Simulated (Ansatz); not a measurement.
# ZnCu2SnSe4 (I-4) in Ansatz: band structure with PBEsol

Aim: the band structure of ZnCu2SnSe4 with PBEsol.

All numbers are computed with Ansatz 0.2.0; they aren't measurements. Logs are shortened: lines on timing, memory, paths and dates and some standing lists are left out, and cuts for length are marked.

### Step 1. The crystal as given

The structure is tetragonal, space group I-4 (No. 82). Conventional cell: a = 5.771 Å, b = 5.771 Å, c = 11.480 Å, α = 90.00°, β = 90.00°, γ = 90.00°. Around Sn (site symmetry -4) lie 4 Se at 2.62 Å. Around Se (site symmetry 1) lie 2 Cu at 2.44 Å and 1 Zn at 2.49 Å and 1 Sn at 2.62 Å. Around Zn (site symmetry -4) lie 4 Se at 2.49 Å. Around Cu (site symmetry -4) lie 4 Se at 2.44 Å. Around Cu (site symmetry -4) lie 4 Se at 2.44 Å.

The cell comes from a database or a generator and needn't be the stable form of this composition.

### Step 2. Band structure, PBEsol

input.yaml reads:

```yaml
crystal:
  lattice:
    - [-2.885637, 2.885637, 5.739831]
    - [2.885637, -2.885637, 5.739831]
    - [2.885637, 2.885637, -5.739831]
  atoms:
    - { symbol: Sn, position: [0.5, 0.5, 0.0] }
    - { symbol: Se, position: [0.363466, 0.889713, 0.99322] }
    - { symbol: Se, position: [0.896493, 0.370246, 0.00678] }
    - { symbol: Se, position: [0.110287, 0.103507, 0.473753] }
    - { symbol: Se, position: [0.629754, 0.636534, 0.526247] }
    - { symbol: Zn, position: [0.75, 0.25, 0.5] }
    - { symbol: Cu, position: [0.0, 0.0, 0.0] }
    - { symbol: Cu, position: [0.25, 0.75, 0.5] }
hamiltonian:
  xc: pbesol
  pseudopotentials: { kind: paw }
kpoints:
  mp_grid: { grid: [7, 7, 7] }
  band_path:
    path:
      - [[0.0, 0.0, 0.0], [0.0, 0.0, 0.5], [-0.1263732601, 0.1263732601, 0.5], [-0.31318663, 0.31318663, 0.31318663], [0.0, 0.0, 0.0], [0.5, 0.5, -0.5], [0.31318663, 0.68681337, -0.31318663], [0.0, 0.5, 0.0], [0.25, 0.25, 0.25], [0.5, 0.5, -0.1263732601], [0.5, 0.5, -0.5]]
      - [[0.0, 0.0, 0.5], [0.25, 0.25, 0.25]]
    npoints: 10
scf:
  occupations: { method: fermi_dirac, width: 0.05 }
  n_extra_bands: 20
output:
  forces: true
  stress: true
  eigenvalues: true
  fatbands: true
```

Potentials or basis: Ansatz PAW.

Run with:

```
$ ansatz run input.yaml --threads 4 --pin off --max-ram 11264MiB --backend cpu --events-out ev --progress --plain --runs-dir out
```

The program printed:

```text
Warning: RAYON_NUM_THREADS=4 ignored (pool sized by the plan → 4); use --threads N
scf.n_extra_bands = 20 over 64 filled bands (N_el = 128.0): the run solves 84 bands
Engine: ansatz 0.2.0, x86_64-unknown-linux-gnu
Pseudopotentials: kind: paw
Pseudopotential: Sn, paw, valence charge 14, recommended cutoff 420 eV (normal), Sn.paw.azcp
Pseudopotential: Se, paw, valence charge 16, recommended cutoff 420 eV (normal), Se.paw.azcp
Pseudopotential: Zn, paw, valence charge 12, recommended cutoff 420 eV (normal), Zn.paw.azcp
Pseudopotential: Cu, paw, valence charge 19, recommended cutoff 420 eV (normal), Cu.paw.azcp
Functional definition: PBEsol
  exchange = pbesol_x
  correlation = pbesol_c
Crystal: 8 atoms, lattice volume = 191.180 Å³
Basis set: ecut = 420 eV, 3739 PW (Γ), exchange–correlation on 96×96×96 points (8 copies of the dense FFT grid, shifted against one another)
Bands: 84, of which v1, the nominal top of the filled ones, is band 64 counted from 1 (63 counted from 0)
Symmetry: 4 space group operations
Space group: I-4 (ITA 82), of the structure as read, at distance tolerance 5.8e-5 Å
k-points: 52 of 343 (time reversal used)
Non-local potential: Sn, projectors of the file, l = 0: 2, l = 1: 2, l = 2: 2, l = 3: 2
Non-local potential: Se, projectors of the file, l = 0: 2, l = 1: 2, l = 2: 3, l = 3: 1
Non-local potential: Zn, projectors of the file, l = 0: 2, l = 1: 2, l = 2: 3, l = 3: 1
Non-local potential: Cu, projectors of the file, l = 0: 3, l = 1: 2, l = 2: 3, l = 3: 1
PAW form: soft (Blöchl's): semilocal exchange-correlation on the pseudo side does not see the compensation charge
PAW frozen core: Sn, regenerated for the run's functional, and the local potential with it (the file was generated under x = pbe(κ = 0.804, μ = 0.2195149727645171), c = pbe(β = 0.06672455060314922))
PAW frozen core: Se, regenerated for the run's functional, and the local potential with it (the file was generated under x = pbe(κ = 0.804, μ = 0.2195149727645171), c = pbe(β = 0.06672455060314922))
PAW frozen core: Zn, regenerated for the run's functional, and the local potential with it (the file was generated under x = pbe(κ = 0.804, μ = 0.2195149727645171), c = pbe(β = 0.06672455060314922))
PAW frozen core: Cu, regenerated for the run's functional, and the local potential with it (the file was generated under x = pbe(κ = 0.804, μ = 0.2195149727645171), c = pbe(β = 0.06672455060314922))
PAW one-centre angular grid: Sn, 590 points (default); XC on 64 Gauss nodes
PAW one-centre angular grid: Se, 590 points (default); XC on 64 Gauss nodes
PAW one-centre angular grid: Zn, 590 points (default); XC on 64 Gauss nodes
PAW one-centre angular grid: Cu, 590 points (default); XC on 64 Gauss nodes
Initial density: superposition of atomic densities (neutral atoms: chi_scale 0, normalization atom), corrected by the library's trained network
Initial wavefunctions: pseudopotential atomic-orbital guess
Functional: x = pbesol(κ = 0.804, μ = 0.12345679012345678), c = pbesol(β = 0.046)
SCF iter   1: F=—  HF=-44107.863034 eV  |F-HF|=—  |Δ(HF+E_count)|=         —  Δρ=7.54e-3  dr2=7.38e-2  ethr=1.77e-3  ⟨swp⟩=5.9  Hψ=16594  notcnv=0  defer=283
preconditioner: auto → Resta (q_TF=auto, 2.552 Å⁻¹)  ε∞=4.0  [insulator: Δε(μ)=0.199 eV  Ē_g=13.065 eV  σ=0.050 eV  W_gap=0.68  n_scr=60 (ndim 8)  ℏωp=22.8 eV  f_vac=0.138  D(μ)=0.20/eV (n_scr^D=0)  ε∞_Penn≈4.0]
SCF iter   2: F=—  HF=-44107.866257 eV  |F-HF|=—  |Δ(HF+E_count)|=   3.22e-3  Δρ=8.28e-3  dr2=9.18e-2  ethr=5.76e-5  ⟨swp⟩=2.0  Hψ=8687  notcnv=0  defer=725
SCF iter   3: F=—  HF=-44107.847664 eV  |F-HF|=—  |Δ(HF+E_count)|=   1.86e-2  Δρ=1.88e-3  dr2=5.23e-3  ethr=5.76e-5  ⟨swp⟩=2.0  Hψ=7246  notcnv=0  defer=725
SCF iter   4: F=—  HF=-44107.846891 eV  |F-HF|=—  |Δ(HF+E_count)|=   7.73e-4  Δρ=4.80e-4  dr2=4.81e-4  ethr=4.09e-6  ⟨swp⟩=2.0  Hψ=5481  notcnv=0  defer=725
SCF iter   5: F=—  HF=-44107.846927 eV  |F-HF|=—  |Δ(HF+E_count)|=   3.54e-5  Δρ=2.86e-4  dr2=1.22e-4  ethr=3.76e-7  ⟨swp⟩=2.0  Hψ=5152  notcnv=0  defer=725
SCF iter   6: F=—  HF=-44107.846946 eV  |F-HF|=—  |Δ(HF+E_count)|=   1.97e-5  Δρ=2.52e-4  dr2=9.32e-5  ethr=9.54e-8  ⟨swp⟩=2.1  Hψ=6392  notcnv=0  defer=725
SCF iter   7: F=—  HF=-44107.846936 eV  |F-HF|=—  |Δ(HF+E_count)|=   1.03e-5  Δρ=1.39e-4  dr2=2.86e-5  ethr=7.28e-8  ⟨swp⟩=2.0  Hψ=6365  notcnv=0  defer=725
SCF iter   8: F=—  HF=-44107.846938 eV  |F-HF|=—  |Δ(HF+E_count)|=   2.42e-6  Δρ=5.22e-5  dr2=4.49e-6  ethr=2.23e-8  ⟨swp⟩=2.0  Hψ=4992  notcnv=0  defer=725
SCF iter   9: F=—  HF=-44107.846941 eV  |F-HF|=—  |Δ(HF+E_count)|=   2.05e-6  Δρ=1.26e-5  dr2=3.15e-7  ethr=3.51e-9  ⟨swp⟩=2.0  Hψ=5048  notcnv=0  defer=725
SCF iter  10: F=-44107.846941 eV  HF=-44107.846941 eV  |F-HF|=8.44e-10  |Δ(HF+E_count)|=   2.13e-7  Δρ=2.90e-6  dr2=1.52e-8  ethr=7.81e-11  ⟨swp⟩=10.9  Hψ=22469  notcnv=0
SCF 1 converged in 10 iterations: F = -44107.846941 eV  dr2 = 1.52e-8
NSCF: frozen V_eff on 112 k-points
SCF converged after 10 iterations
Free energy (F): -44107.846941 eV
Harris-Foulkes:  -44107.846941 eV  (|F-HF|=8.44e-10)
Internal energy: -44107.845129 eV  (E = F + TS)
E sigma→0 (E₀):  -44107.846035 eV
Entropy (-TS):   -0.001812 eV (-0.227 meV/atom)
Fermi energy:    8.097132 eV
--- Per-component energies (eV) ---
  E_band       = -2687.662882
  E_kinetic    = 1389.236588
  E_local      = -24477.790467  (includes V_loc(G=0)·N_el)
  E_nonlocal   = -982.311160
  E_hartree    = 11480.527097
  E_xc         = -1100.409787
  E_vxc        = -765.081731  (∫ρ·V_xc dr)
  E_paw        = -16599.136540  (= ΣΔE_a)
  E_vpaw       = -812.783311  (= ΣTr[D̂ρ^β])
  E_aug_tail   = -0.002155  (compensation charges beyond the density's cutoff)
  E_ewald      = -13823.487106
  E_core_change = 5.528401  (= ΣΔE_core)
  E_smearing   = -0.001812  (= −TS)
  E_closure    = 0.000000  (closes the sum)
  Σ components = -44107.846941   (vs F -44107.846941, Δ=0.00e0)
--- Forces (eV/Å), atoms counted from 1 ---
  atom   1  Sn     0.00000000    -0.00000000     0.00000000
  atom   2  Se    -0.00227284    -0.14109090     0.03880349
  atom   3  Se     0.00227284     0.14109090     0.03880349
  atom   4  Se    -0.14109090     0.00227284    -0.03880349
  atom   5  Se     0.14109090    -0.00227284    -0.03880349
  atom   6  Zn    -0.00000000     0.00000000     0.00000000
  atom   7  Cu    -0.00000000    -0.00000000     0.00000000
  atom   8  Cu     0.00000000    -0.00000000     0.00000000
  max |Σ_I F_I| component: 5.90e-17 eV/Å
--- Stress (GPa, compression-positive) ---
       -3.099787      -0.000000      -0.000000
        0.000000      -3.099787      -0.000000
       -0.000000      -0.000000      -2.967483
  P = ⅓ Tr σ = -3.0557 GPa (-30.557 kbar)
--- Band table (eV; the first three rows and the last of 52) ---
  k-point 0: bands = ["-103.3808", "-103.3461", "-60.9861", "-60.9087", "-60.9087", "-60.9024", "-60.9024", "-60.8700", "-39.9645", "-39.9645", "-39.9643", "-39.9643", "-39.9388", "-39.9388", "-39.9388", "-39.9388", "-39.9175", "-39.9175", "-39.9174", "-39.9174", "-39.8343", "-39.8342", "-39.8341", "-39.8341", "-39.8327", "-39.8326", "-39.8326", "-39.8326", "-14.0678", "-14.0650", "-14.0650", "-14.0161", "-14.0134", "-6.1298", "-4.9796", "-4.9754", "-4.9754", "0.2250", "0.9474", "0.9938", "0.9938", "0.9988", "1.0731", "2.6487", "3.2308", "3.5103", "4.0567", "4.0707", "4.0707", "4.6417", "4.6417", "5.0282", "5.0282", "5.0617", "5.8295", "5.9989", "6.1269", "6.3304", "6.3892", "6.3892", "6.5204", "7.6648", "7.9862", "7.9862", "8.0350", "9.6849", "10.2189", "11.3668", "11.3668", "12.3960", "12.6233", "13.0125", "13.0125", "13.3339", "14.1979", "14.1979", "14.5848", "14.7044", "16.8671", "17.3318", "17.9483", "17.9483", "18.0169", "18.3682"]
  k-point 1: bands = ["-103.3808", "-103.3461", "-60.9861", "-60.9087", "-60.9087", "-60.9024", "-60.9024", "-60.8700", "-39.9645", "-39.9645", "-39.9644", "-39.9644", "-39.9388", "-39.9388", "-39.9388", "-39.9388", "-39.9175", "-39.9175", "-39.9174", "-39.9174", "-39.8343", "-39.8342", "-39.8341", "-39.8341", "-39.8327", "-39.8326", "-39.8326", "-39.8326", "-14.0679", "-14.0650", "-14.0650", "-14.0160", "-14.0133", "-6.0411", "-5.0507", "-5.0211", "-4.9775", "0.2665", "0.9523", "0.9804", "0.9880", "1.0118", "1.0751", "2.6065", "3.1077", "3.5413", "3.9314", "3.9548", "4.4502", "4.5751", "4.6711", "4.8476", "5.0676", "5.1672", "5.9323", "6.0519", "6.1636", "6.2161", "6.3285", "6.5129", "6.6632", "6.9828", "7.7714", "7.9380", "8.6271", "10.1010", "10.6190", "11.2101", "11.3404", "12.3068", "12.7439", "12.8550", "13.0971", "13.3424", "14.0430", "14.3378", "15.4938", "15.5764", "16.5808", "16.6136", "17.2117", "17.2566", "17.4053", "17.5643"]
  k-point 2: bands = ["-103.3808", "-103.3461", "-60.9861", "-60.9087", "-60.9087", "-60.9024", "-60.9024", "-60.8700", "-39.9645", "-39.9645", "-39.9644", "-39.9644", "-39.9388", "-39.9388", "-39.9388", "-39.9388", "-39.9175", "-39.9175", "-39.9174", "-39.9174", "-39.8342", "-39.8342", "-39.8341", "-39.8341", "-39.8327", "-39.8326", "-39.8326", "-39.8326", "-14.0681", "-14.0652", "-14.0651", "-14.0158", "-14.0132", "-5.8053", "-5.2018", "-5.1196", "-5.0100", "0.2674", "0.9499", "0.9839", "0.9931", "1.0305", "1.0677", "2.3865", "2.9380", "3.4714", "3.6585", "4.2763", "4.5481", "4.6341", "4.7587", "4.8655", "5.1621", "5.2752", "6.0564", "6.1212", "6.1349", "6.2545", "6.4930", "6.6443", "6.6916", "6.9042", "7.3394", "7.7985", "8.8619", "10.5799", "10.6647", "11.0908", "11.4824", "12.3728", "12.7343", "13.1115", "13.2605", "13.6407", "14.4668", "14.7089", "15.1671", "15.5284", "15.7882", "16.0467", "16.1208", "16.5578", "16.9983", "17.6117"]
  k-point 51: bands = ["-103.3808", "-103.3461", "-60.9861", "-60.9087", "-60.9087", "-60.9024", "-60.9024", "-60.8700", "-39.9646", "-39.9644", "-39.9644", "-39.9644", "-39.9388", "-39.9388", "-39.9388", "-39.9388", "-39.9175", "-39.9175", "-39.9174", "-39.9174", "-39.8343", "-39.8342", "-39.8341", "-39.8341", "-39.8327", "-39.8326", "-39.8326", "-39.8325", "-14.0679", "-14.0649", "-14.0649", "-14.0161", "-14.0133", "-5.6727", "-5.4987", "-5.0505", "-4.9829", "0.1618", "0.9344", "0.9732", "0.9751", "1.0437", "1.2219", "2.4950", "3.6300", "3.6704", "4.2025", "4.2443", "4.4403", "4.6061", "4.6655", "5.0044", "5.0404", "5.0805", "5.8516", "6.0710", "6.1284", "6.1564", "6.5524", "6.6887", "6.7957", "7.0366", "7.0705", "7.1987", "8.9292", "9.8155", "9.9858", "10.2914", "10.9069", "11.4943", "11.9164", "12.0383", "13.6107", "13.9866", "14.3459", "15.3105", "15.7966", "15.9764", "16.7472", "16.8936", "16.9632", "17.7262", "17.9124", "18.4887"]
```

Wall time 82 s (4 threads of AMD EPYC 7R43 (Zen 3), shared host); peak memory 1.4 GiB.

Results:

```
Free energy            : -44107.8469 eV
Pressure               : -3.1 GPa
Largest force          : 0.146 eV/Å
Band gap on the k mesh : none (metal or under the smearing width)
```

Forces on the atoms (eV/Å):
```
Sn   0.000  0.000  0.000
Se  -0.002 -0.141  0.039
Se   0.002  0.141  0.039
Se  -0.141  0.002 -0.039
Se   0.141 -0.002 -0.039
Zn   0.000  0.000  0.000
Cu   0.000  0.000  0.000
Cu   0.000  0.000  0.000
```

Levels at the corners of the path, in eV from the Fermi level:
```csv
point,band 62,band 63,band 64,band 65,band 66,band 67
Γ,-0.43,-0.11,-0.11,-0.06,1.59,2.12
X,-0.82,-0.61,-0.46,0.04,1.63,2.43
Y,-0.87,-0.78,-0.67,0.32,1.87,2.88
S,-1.19,-0.78,-0.67,1.02,2.06,2.56
Γ,-0.43,-0.11,-0.11,-0.06,1.59,2.12
Z,-1.19,-0.96,-0.96,0.77,1.65,1.65
S1,-1.19,-0.78,-0.67,1.02,2.06,2.56
N,-1.22,-1.15,-0.63,1.17,2.62,2.75
P,-0.85,-0.73,-0.71,0.39,2.20,2.33
Y1,-0.87,-0.78,-0.67,0.32,1.87,2.88
Z,-1.19,-0.96,-0.96,0.77,1.65,1.65
X,-0.82,-0.61,-0.46,0.04,1.63,2.43
P,-0.85,-0.73,-0.71,0.39,2.20,2.33
```

Caveat: spin-orbit coupling is left out, which moves the levels of the heavy elements; the run has no spin polarisation, though such a crystal can be magnetic; the PAW data sets come from PBE, with cores solved anew for the run's functional, which leaves a small shift of forces and pressure.
